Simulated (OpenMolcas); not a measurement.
# GaNH2ClF (SMILES [NH2][Ga]([F])[Cl]): a chain of runs, part 3 of 3

OpenMolcas 26.06.

### 6 An energy scan at MC-PDFT[tPBE](2,2)/ANO-R1 (sfX2C, RICD fitting) (run 5)

Contents of step5.inp:

```
* ClFGaH2N MC-PDFT
>>> COPY $CurrDir/step2.RasOrb $Project.RasOrb
>>> ForEach K in (1, 2, 3, 4, 5, 6, 7, 8, 9)

&gateway
  coord
  $CurrDir/point$K.xyz
  basis
  ANO-R1
  group
  NoSym
  ricd

&seward

&rasscf
  fileorb
  $Project.RasOrb
  spin
  1
  nactel
  2 0 0
  inactive
  32
  ras2
  2
  orblisting
  Nothing
  orbappear
  Compact

&mcpdft
  ksdft
  T:PBE
>>> EndDo
```

The run is started by

```bash
export MOLCAS_MEM=1860
pymolcas step5.inp > step5.log
```

Output:

```text
--- Start Module: gateway ---

                                              &GATEWAY

                       available to each process: 1.9 GB of memory, 1 thread

++    Symmetry information:
      ---------------------

                    Character Table for C1

                             E
                    a        1  x, y, xy, Rz, z, xz, Ry, yz, Rx, I
--

++    Basis set information:
      ----------------------

      Basis set label: N.ANO-R...3S2P1D.

      Electronic valence basis set:
      ------------------
      Associated Effective Charge   7.000000 au
      Associated Actual Charge      7.000000 au
      Nuclear Model: Finite nucleus - Gaussian distribution
        Gaussian exponent, Xi/bohr**(-2):  6.28656E+08

      Shell  nPrim  nBasis  Cartesian Spherical Contaminant
         s      13       3        X
         p       8       2        X
         d       4       1                 X

      Basis set label: GA.ANO-R...5S4P3D1F.

      Electronic valence basis set:
      ------------------
      Associated Effective Charge  31.000000 au
      Associated Actual Charge     31.000000 au
      Nuclear Model: Finite nucleus - Gaussian distribution
        Gaussian exponent, Xi/bohr**(-2):  2.62670E+08

      Shell  nPrim  nBasis  Cartesian Spherical Contaminant
         s      20       5        X
         p      15       4        X
         d       9       3                 X
         f       6       1                 X

      Basis set label: F.ANO-R...3S2P1D.

      Electronic valence basis set:
      ------------------
      Associated Effective Charge   9.000000 au
      Associated Actual Charge      9.000000 au
      Nuclear Model: Finite nucleus - Gaussian distribution
        Gaussian exponent, Xi/bohr**(-2):  5.35469E+08

      Shell  nPrim  nBasis  Cartesian Spherical Contaminant
         s      13       3        X
         p       8       2        X
         d       4       1                 X

      Basis set label: CL.ANO-R...4S3P1D.

      Electronic valence basis set:
      ------------------
      Associated Effective Charge  17.000000 au
      Associated Actual Charge     17.000000 au
      Nuclear Model: Finite nucleus - Gaussian distribution
        Gaussian exponent, Xi/bohr**(-2):  3.84638E+08

      Shell  nPrim  nBasis  Cartesian Spherical Contaminant
         s      17       4        X
         p      11       3        X
         d       7       1                 X

      Basis set label: H.ANO-R...2S1P.

      Electronic valence basis set:
      ------------------
      Associated Effective Charge   1.000000 au
      Associated Actual Charge      1.000000 au
      Nuclear Model: Finite nucleus - Gaussian distribution
        Gaussian exponent, Xi/bohr**(-2):  2.12482E+09

      Shell  nPrim  nBasis  Cartesian Spherical Contaminant
         s       7       2        X
         p       4       1        X
--

++    Molecular structure info:
      -------------------------

                    ************************************************
                    **** Cartesian Coordinates / bohr, angstrom ****
                    ************************************************

     Center  Label                x              y              z                     x              y              z
        1      N1              -0.290857       2.066177       0.034576             -0.153915       1.093374       0.018297
        2      GA2              0.514922      -1.218167       0.145692              0.272485      -0.644626       0.077097
        3      F3               3.040163      -2.182494       2.028615              1.608785      -1.154926       1.073497
        4      CL4             -1.323970      -4.048220      -2.002170             -0.700615      -2.142226      -1.059503
        5      H5               0.381536       3.196472       1.127789              0.201900       1.691500       0.596800
        6      H6              -1.869156       2.692811      -0.815234             -0.989115       1.424974      -0.431403

                    ***************************************
                    *    InterNuclear Distances / bohr    *
                    ***************************************

               1 N1            2 GA2           3 F3            4 CL4           5 H5            6 H6
    1 N1       0.000000
    2 GA2      3.383569        0.000000
    3 F3       5.755267        3.294263        0.000000
    4 CL4      6.526984        4.000506        6.226864        0.000000
    5 H5       1.710202        4.524526        6.067377        8.074092        0.000000
    6 H6       1.898914        4.680059        7.480474        6.866407        3.015730        0.000000

                    *******************************************
                    *    InterNuclear Distances / angstrom    *
                    *******************************************

               1 N1            2 GA2           3 F3            4 CL4           5 H5            6 H6
    1 N1       0.000000
    2 GA2      1.790508        0.000000
    3 F3       3.045556        1.743249        0.000000
    4 CL4      3.453931        2.116976        3.295114        0.000000
    5 H5       0.905000        2.394276        3.210717        4.272625        0.000000
    6 H6       1.004862        2.476580        3.958496        3.633546        1.595855        0.000000

                    **************************************
                    *    Valence Bond Angles / degree    *
                    **************************************
                          Atom centers                 Phi
                      5 H5       1 N1       6 H6       113.25
--

[... 139 lines left out ...]
      Convergence after 11 iterations
[... 12 lines left out ...]
      conf/sym  11     Coeff  Weight
[... 14 lines left out ...]
      RASSCF energy for state  1                  -2558.52496209
[... 42 lines left out ...]
      Dipole Moment (debye):
[... 121 lines left out ...]
      Wave function energy weight                0.00
[... 267 lines left out ...]
      Nuclear repulsion energy =  362.46349002
[... 90 lines left out ...]
      printout of CI-coefficients larger than  0.05 for root  1
[... 9 lines left out ...]
      *                                                    Final results                                                     *
[... 19 lines left out ...]
::    RASSCF root number  1 Total energy:  -2558.53767362
[... 95 lines left out ...]
      Spin density orbitals for root   1 are written to the SPDORB.1 file
[... 117 lines left out ...]
      Total MCPDFT energy for state   1                                 -2560.96736259
[... 285 lines left out ...]
      Convergence after 12 iterations
[... 12 lines left out ...]
      conf/sym  11     Coeff  Weight
[... 14 lines left out ...]
      RASSCF energy for state  1                  -2558.53176871
[... 42 lines left out ...]
      Dipole Moment (debye):
[... 121 lines left out ...]
      Wave function energy weight                0.00
[... 267 lines left out ...]
      Nuclear repulsion energy =  361.03780343
[... 90 lines left out ...]
      printout of CI-coefficients larger than  0.05 for root  1
[... 9 lines left out ...]
      *                                                    Final results                                                     *
[... 19 lines left out ...]
::    RASSCF root number  1 Total energy:  -2558.50674511
[... 95 lines left out ...]
      Spin density orbitals for root   1 are written to the SPDORB.1 file
[... 117 lines left out ...]
      Total MCPDFT energy for state   1                                 -2560.93638735
[... 285 lines left out ...]
      Convergence after 13 iterations
[... 12 lines left out ...]
      conf/sym  11     Coeff  Weight
[... 14 lines left out ...]
      RASSCF energy for state  1                  -2558.46525289
[... 42 lines left out ...]
      Dipole Moment (debye):
[... 121 lines left out ...]
      Wave function energy weight                0.00
[... 261 lines left out ...]
      Nuclear repulsion energy =  359.19218379
[... 90 lines left out ...]
      printout of CI-coefficients larger than  0.05 for root  1
[... 9 lines left out ...]
      *                                                    Final results                                                     *
[... 19 lines left out ...]
::    RASSCF root number  1 Total energy:  -2558.41938000
[... 95 lines left out ...]
      Spin density orbitals for root   1 are written to the SPDORB.1 file
[... 117 lines left out ...]
      Total MCPDFT energy for state   1                                 -2560.84236047
[... 279 lines left out ...]
      Convergence after 16 iterations
[... 12 lines left out ...]
      conf/sym  11     Coeff  Weight
[... 14 lines left out ...]
      RASSCF energy for state  1                  -2558.38248516
[... 42 lines left out ...]
      Dipole Moment (debye):
[... 121 lines left out ...]
      Wave function energy weight                0.00
[... 261 lines left out ...]
      Nuclear repulsion energy =  357.24618519
[... 90 lines left out ...]
      printout of CI-coefficients larger than  0.05 for root  1
[... 9 lines left out ...]
      *                                                    Final results                                                     *
[... 19 lines left out ...]
::    RASSCF root number  1 Total energy:  -2558.36321579
[... 95 lines left out ...]
      Spin density orbitals for root   1 are written to the SPDORB.1 file
[... 117 lines left out ...]
      Total MCPDFT energy for state   1                                 -2560.76669750
[... 279 lines left out ...]
      Convergence after 16 iterations
[... 12 lines left out ...]
      conf/sym  11     Coeff  Weight
[... 14 lines left out ...]
      RASSCF energy for state  1                  -2558.36290536
[... 42 lines left out ...]
      Dipole Moment (debye):
[... 38 lines left out ...]
      NBO located      1.013 non-bonded electrons on atom GA2
      NBO located      1.005 non-bonded electrons on atom GA2
      NBO located      0.996 non-bonded electrons on atom GA2
      NBO located      0.997 non-bonded electrons on atom GA2
      NBO located      0.997 non-bonded electrons on atom GA2
      NBO located      0.998 non-bonded electrons on atom GA2
      NBO located      0.999 non-bonded electrons on atom GA2
      NBO located      0.999 non-bonded electrons on atom GA2
      NBO located      1.000 non-bonded electrons on atom GA2
      NBO located      1.000 non-bonded electrons on atom GA2
      NBO located      1.000 non-bonded electrons on atom GA2
      NBO located      1.000 non-bonded electrons on atom GA2
      NBO located      1.000 non-bonded electrons on atom GA2
      NBO located      1.000 non-bonded electrons on atom GA2
      NBO located      1.000 non-bonded electrons on atom F3
      NBO located      0.999 non-bonded electrons on atom CL4
      NBO located      1.000 non-bonded electrons on atom CL4
      NBO located      1.000 non-bonded electrons on atom CL4
      NBO located      1.000 non-bonded electrons on atom CL4
      NBO located      1.000 non-bonded electrons on atom CL4
      The remaining   13.264 electrons are to be considered as diffuse
--

--

      Average orbitals are written to the RASORB file
      Natural orbitals for root   1 are written to the RASORB.1 file
      Spin density orbitals for root   1 are written to the SPDORB.1 file

--- Stop Module: rasscf /rc=_RC_ALL_IS_WELL_ ---
--- Module rasscf spent 5 seconds ---

--- Start Module: mcpdft ---

                                              &MCPDFT

                       available to each process: 1.9 GB of memory, 1 thread

 ###############################################################################
 ###    WARNING: Deprecation warning: KSDF should be replaced                ###
 ###    with FUNC keyword                                                    ###
 ###############################################################################

++    Wave function specifications:
      -----------------------------

      Number of closed shell electrons          64
      Number of electrons in active shells       2
      Max number of holes in RAS1 space          0
      Max nr of electrons in RAS3 space          0
      Number of inactive orbitals               32
      Number of active orbitals                  2
      Number of secondary orbitals              61
      Spin quantum number                      0.0
      State symmetry                             1
      Number of CSFs                             3
      Number of RASSCF root(s) available         1
--

++    Orbital specifications:
      -----------------------

      Symmetry species                           1
                                                 a
      Frozen orbitals                            0
      Inactive orbitals                         32
      Active orbitals                            2
      RAS1 orbitals                              0
      RAS2 orbitals                              2
      RAS3 orbitals                              0
      Secondary orbitals                        61
      Deleted orbitals                           0
      Number of basis functions                 95
--

++    MCPDFT specifications:
      ----------------------

      Cholesky decomposition                     On
      Type of calculation                        MC-PDFT
      On-Top Functional                          T:PBE
      Exchange scaling factor                    1.00
      Correlation scaling factor                 1.00
      Wave function energy weight                0.00
--

      Numerical integration parameters
      --------------------------------
      Radial quadrature type:                         MHL
      Size of radial grid:                            75
      Lebedev angular grid:                           29
      Angular grid pruned with the crowding factor:  3.00E+00
                                 and fading factor:  6.00E+00
      Screening threshold for integral computation:   1.00E-11
      Radial quadrature accuracy:                     1.00E-25
      Maximum batch size:                             128
      AO values are stored on disk

++    DFT functional specifications:
      ------------------------------
      Using Libxc version: 6.2.2
      Please cite the following reference:
      S. Lehtola, C. Steigemann, M. J.T. Oliveira, and M. A.L. Marques.,  SoftwareX 7, 1–5 (2018) doi:10.1016/j.softx.2017.11.002

      * Perdew, Burke & Ernzerhof
        - J. P. Perdew, K. Burke, and M. Ernzerhof.,  Phys. Rev. Lett. 77, 3865 (1996) doi:10.1103/PhysRevLett.77.3865
        - J. P. Perdew, K. Burke, and M. Ernzerhof.,  Phys. Rev. Lett. 78, 1396 (1997) doi:10.1103/PhysRevLett.78.1396
      * Perdew, Burke & Ernzerhof
        - J. P. Perdew, K. Burke, and M. Ernzerhof.,  Phys. Rev. Lett. 77, 3865 (1996) doi:10.1103/PhysRevLett.77.3865
        - J. P. Perdew, K. Burke, and M. Ernzerhof.,  Phys. Rev. Lett. 78, 1396 (1997) doi:10.1103/PhysRevLett.78.1396
--
   File JOBOLD not found -- use JOBIPH.
      The MO-coefficients are taken from the file:
      JOBIPH
 Reference MC-SCF energies taken from JOBIPH

++    MC-PDFT RESULTS, STATE 0001
      ---------------------------

      MCSCF reference energy                                            -2558.36290536

      Integrated total density:                                                 66.000
      Integrated alpha density before functional transformation:                33.000
      Integrated  beta density before functional transformation:                33.000
      Integrated alpha density  after functional transformation:                33.982
      Integrated  beta density  after functional transformation:                32.018
      Integrated alpha tau     before functional transformation:                 0.000
      Integrated  beta tau     before functional transformation:                 0.000
      Integrated alpha tau      after functional transformation:                 0.000
      Integrated  beta tau      after functional transformation:                 0.000
      NOTE:
      Densities after transformation are intermediate quantities
      and should not be interpreted as real spin densities

      Exchange energy scaling factor                                          1.000000
      Correlation energy scaling factor                                       1.000000

      Integrated alpha exchange energy                                      -60.197452
      Integrated beta  exchange energy                                      -59.350113
      Integrated  correlation   energy                                       -2.730601

      Nuclear Repulsion energy                                            356.06703642
      CASSCF contribution energy                                        -2438.48526601
      On-top energy                                                      -122.27816602

      Total MCPDFT energy for state   1                                 -2560.76343203
--

::    MCPDFT root number  1 Total energy:  -2560.76343203

--- Stop Module: mcpdft /rc=_RC_ALL_IS_WELL_ ---
--- Module mcpdft spent 1 second ---

>>> END FOREACH

.##################.
.# Happy landing! #.
.##################.

    Timing: Wall=140.79 User=131.39 System=9.26
```

It took 2.4 min on 1 thread of Intel Xeon Platinum 8375C at 2.90GHz (Ice Lake), shared host; peak memory 0.16 GiB.

The scan, from its lowest point:

```csv
H5–N1 (Å),energy (kJ/mol)
0.905,33.9
1.005,0.0
1.106,15.1
1.257,81.3
1.458,194.7
1.709,328.2
2.011,448.0
2.413,526.8
3.016,535.4
```

### 7 What came out

This closing draws on all 3 parts.

| quantity | value |
| --- | --- |
| run 1, HF/ANO-R0: total energy | -2558.01253 Eh |
| run 1, HF/ANO-R0: dipole moment | 2.62 D |
| run 1, HF/ANO-R0: HOMO energy | -11.21 eV |
| run 1, HF/ANO-R0: LUMO energy | 2.97 eV |
| run 1, HF/ANO-R0: HOMO–LUMO gap | 14.17 eV |
| run 2, CASSCF(2,2)/ANO-R1: total energy | -2558.53768 Eh |
| run 2, CASSCF(2,2)/ANO-R1: dipole moment (CASSCF density) | 3.02 D |
| run 3, CASPT2(2,2)/ANO-R1: lowest energy of the scan | -2559.47327 Eh |
| run 4, SC-NEVPT2(2,2)/ANO-R1: lowest energy of the scan | -2559.47147 Eh |
| run 5, MC-PDFT[tPBE](2,2)/ANO-R1: lowest energy of the scan | -2560.96736 Eh |

In words: Mulliken charges (run 2, CASSCF(2,2)/ANO-R1) run from -0.62 on N1 to +1.04 on Ga2.
